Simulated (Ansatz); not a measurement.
**Si₅H₁₂O + H₂: a complex and its separated parts**

Aim: how far the complex at one end of a reaction step lies below its separated, relaxed parts, level by level.

The runs use Ansatz 0.2.0, Gaussian basis; PBE0-D4/def2-TZVP structures, single points in def2-TZVPP, no counterpoise correction.

Levels: SPW92, PBE-D4, BLYP-D4, r2SCAN-D4, B97M-V, PBE0-D4, B3LYP-D4, r2SCAN0-D4, BHLYP-D4, CAM-B3LYP-D4, wB97X-V, wB97M-V, B2PLYP, PBE-QIDH, RPA on PBE, Hartree-Fock, MP2, CCSD, CCSD(T).

Cores are frozen in the correlated methods. B3LYP uses VWN-RPA correlation. B2PLYP carries no dispersion term here.

94 further runs of the same task are left out: 94 set aside as unsound or not needed.

## (1) The system as given

The complex: 20 atoms, charge 0, spin multiplicity 1.

Atoms are counted from 1 here; the program's logs count them from 0.

Bond lengths: Si1–O4 1.638 Å, Si1–H9 1.486 Å, Si1–H10 1.488 Å, Si1–H11 1.482 Å, H2–H3 0.747 Å, O4–Si5 1.656 Å, Si5–Si6 2.346 Å, Si5–Si7 2.349 Å, Si5–Si8 2.342 Å, Si6–H12 1.488 Å, Si6–H13 1.489 Å, Si6–H14 1.489 Å, Si7–H15 1.489 Å, Si7–H16 1.489 Å, Si7–H17 1.488 Å, Si8–H18 1.488 Å, Si8–H19 1.488 Å, Si8–H20 1.489 Å. Angles: O4–Si1–H9 110.2°, O4–Si1–H10 109.8°, O4–Si1–H11 108.2°, H9–Si1–H10 108.9°, H9–Si1–H11 109.7°, H10–Si1–H11 109.9°, Si1–O4–Si5 141.5°, O4–Si5–Si6 110.4°, O4–Si5–Si7 111.4°, O4–Si5–Si8 108.8°, Si6–Si5–Si7 108.0°, Si6–Si5–Si8 109.4°, Si7–Si5–Si8 108.8°, Si5–Si6–H12 111.4°, Si5–Si6–H13 110.7°, Si5–Si6–H14 108.6°, H12–Si6–H13 108.6°, H12–Si6–H14 108.8° and more.

As a file:

```xyz
20
H14OSi5
Si   -2.3954   -1.3134    0.2879
H    -1.2977   -0.0240   -3.6336
H    -1.2150   -0.2847   -2.9387
O    -0.9485   -0.8005   -0.2841
Si    0.3885    0.0666    0.1660
Si    0.0537    2.3537   -0.2365
Si    0.8590   -0.2066    2.4511
Si    2.2275   -0.6818   -1.0766
H    -3.3832   -0.2037    0.2546
H    -2.2453   -1.7847    1.6912
H    -2.8640   -2.4269   -0.5707
H    -0.1648    2.6232   -1.6834
H    -1.1246    2.8538    0.5241
H     1.2626    3.0971    0.2140
H    -0.2494    0.3136    3.2982
H     2.0958    0.5616    2.7619
H     1.0839   -1.6379    2.7918
H     2.4990   -2.1204   -0.8090
H     1.9986   -0.4990   -2.5350
H     3.4193    0.1141   -0.6732
```

Its parts: Si₅H₁₂O holds atoms 1, 4, 5, 6, 7, 8, 9, 10, 11, 12, 13, 14, 15, 16, 17, 18, 19, 20; H₂ holds atoms 2, 3. Each part counts its atoms afresh in its own runs.

## (2) Relaxing Si₅H₁₂O alone

Input file relax-a/in.yaml:

```yaml
crystal:
  periodic: [false, false, false]
  atoms:
    - {symbol: Si, position_ang: [-2.395377, -1.313350, 0.287869]}
    - {symbol: O, position_ang: [-0.948488, -0.800523, -0.284122]}
    - {symbol: Si, position_ang: [0.388478, 0.066560, 0.166042]}
    - {symbol: Si, position_ang: [0.053695, 2.353664, -0.236533]}
    - {symbol: Si, position_ang: [0.859015, -0.206595, 2.451142]}
    - {symbol: Si, position_ang: [2.227465, -0.681816, -1.076551]}
    - {symbol: H, position_ang: [-3.383166, -0.203702, 0.254595]}
    - {symbol: H, position_ang: [-2.245283, -1.784693, 1.691191]}
    - {symbol: H, position_ang: [-2.864038, -2.426874, -0.570710]}
    - {symbol: H, position_ang: [-0.164805, 2.623179, -1.683352]}
    - {symbol: H, position_ang: [-1.124570, 2.853825, 0.524106]}
    - {symbol: H, position_ang: [1.262566, 3.097067, 0.213972]}
    - {symbol: H, position_ang: [-0.249425, 0.313580, 3.298193]}
    - {symbol: H, position_ang: [2.095793, 0.561591, 2.761874]}
    - {symbol: H, position_ang: [1.083862, -1.637909, 2.791829]}
    - {symbol: H, position_ang: [2.498955, -2.120356, -0.809015]}
    - {symbol: H, position_ang: [1.998589, -0.498981, -2.534988]}
    - {symbol: H, position_ang: [3.419314, 0.114115, -0.673176]}
basis:
  gaussian: {orbitals: def2-TZVP}
hamiltonian: {xc: pbe0, dispersion: d4}
relax: {f_tol: 0.005, max_steps: 200}
```

Run with:

```console
> ansatz run in.yaml --threads 4 --pin off --events-out ev --progress --plain --max-ram 63488MiB --backend cuda --devices 0, --max-vram 37GiB
```

Further steps of the session: Relaxing H₂ alone; SPW92/def2-TZVPP; PBE-D4/def2-TZVPP; BLYP-D4/def2-TZVPP; r2SCAN-D4/def2-TZVPP; B97M-V/def2-TZVPP; PBE0-D4/def2-TZVPP; B3LYP-D4/def2-TZVPP; r2SCAN0-D4/def2-TZVPP; BHLYP-D4/def2-TZVPP; CAM-B3LYP-D4/def2-TZVPP; wB97X-V/def2-TZVPP; wB97M-V/def2-TZVPP; B2PLYP/def2-TZVPP; PBE-QIDH/def2-TZVPP; RPA on PBE/def2-TZVPP; CCSD(T)/def2-TZVPP; Vibrations of Si₅H₁₂O; Vibrations of H₂.

What does the calculation give? Wanted: complex less parts, CCSD(T)/def2-TZVPP; largest T1 diagnostic.

**Answer**, as computed:

```
                              quantity      value
complex less parts, CCSD(T)/def2-TZVPP  -0.032 eV
                 largest T1 diagnostic      0.014
```

In words: At CCSD(T) the complex lies 0.032 eV below its parts. The functionals run from r2SCAN0-D4, off by 0.000 eV, to SPW92, off by -0.039 eV, against CCSD(T). By rung, the mean size of the error is: LDA 0.039, GGA 0.011, meta-GGA 0.003, hybrid 0.007, range-separated hybrid 0.008, double hybrid 0.020 eV. PBE-D4 gives a relative energy 0.020 eV too low, an error of 61 % of the reference. No counterpoise was applied, and triple zeta lacks some correlation, so the CCSD(T) reference has a basis error of its own, and close matches with it are partly luck.
